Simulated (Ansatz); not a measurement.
Relaxation of a periodic cell of 17 atoms, Li (host Li, host structure bcc, interstitial Li), to a largest force component of 0.08 eV/Å in at most 25 steps.

All numbers below come from DFT PBE, scalar-relativistic, plane waves, PAW in Ansatz. Settings: accuracy low, cutoff 420 eV, k mesh 2x2x2, fermi-dirac smearing 0.15 eV, no spin polarisation.

```xyz
17
Lattice="6.9800 0.0000 0.0000 0.0000 6.9800 0.0000 0.0000 0.0000 6.9800" Properties=species:S:1:pos:R:3
Li 0.000 0.000 0.000
Li 3.490 0.000 0.000
Li 0.000 3.490 0.000
Li 0.000 0.000 3.490
Li 1.745 1.745 1.745
Li 3.490 3.490 0.000
Li 3.490 0.000 3.490
Li 5.235 1.745 1.745
Li 0.000 3.490 3.490
Li 1.745 5.235 1.745
Li 1.745 1.745 5.235
Li 3.490 3.490 3.490
Li 5.235 5.235 1.745
Li 5.235 1.745 5.235
Li 1.745 5.235 5.235
Li 5.235 5.235 5.235
Li 0.876 0.038 5.226
```

Problem. Where does it end, and by what steps?

Solution. The forces met the threshold. The threshold is loose, so the end isn't yet a minimum. The force dipped under the threshold on the way, but the program's further checks kept it going. Limits of this set-up: coarse k mesh, low accuracy level. After 8 steps the energy has fallen by 1.605 eV; Li11 moved furthest, 0.94 Å. Joined: Li1–Li4, Li11–Li14, Li11–Li15.

```
step  energy less start (eV)  largest force component (eV/Å)  accepted
   0                  0.0000                           1.647       yes
   1                 -0.9226                           0.951       yes
   2                 -1.3961                           0.302       yes
   3                 -1.5311                           0.070       yes
   4                 -1.5311                           0.070       yes
   5                 -1.5447                           0.051       yes
   6                 -1.5499                           0.058       yes
   7                 -1.5762                           0.061       yes
   8                 -1.6047                           0.044       yes
```

```xyz
17
Lattice="6.9800 0.0000 0.0000 0.0000 6.9800 0.0000 0.0000 0.0000 6.9800" Properties=species:S:1:pos:R:3
Li -0.321 -0.123 0.259
Li 3.488 -0.074 0.050
Li 0.112 3.285 -0.049
Li -0.503 -0.145 3.144
Li 1.705 1.627 1.794
Li 3.482 3.649 0.236
Li 3.501 -0.076 3.462
Li 5.118 1.837 1.713
Li 0.080 3.299 3.559
Li 1.597 5.256 1.802
Li 2.516 2.273 5.277
Li 3.537 3.635 3.304
Li 5.318 4.951 1.698
Li 5.216 1.768 5.255
Li 1.787 5.073 5.257
Li 5.246 5.113 5.256
Li 0.875 0.571 5.088
```

Whether the end is a true minimum wasn't checked by a vibrational analysis.

Time of the run: 33 s on 1 thread of Arm Neoverse V2 (shared host), peak memory 0.46 GiB.
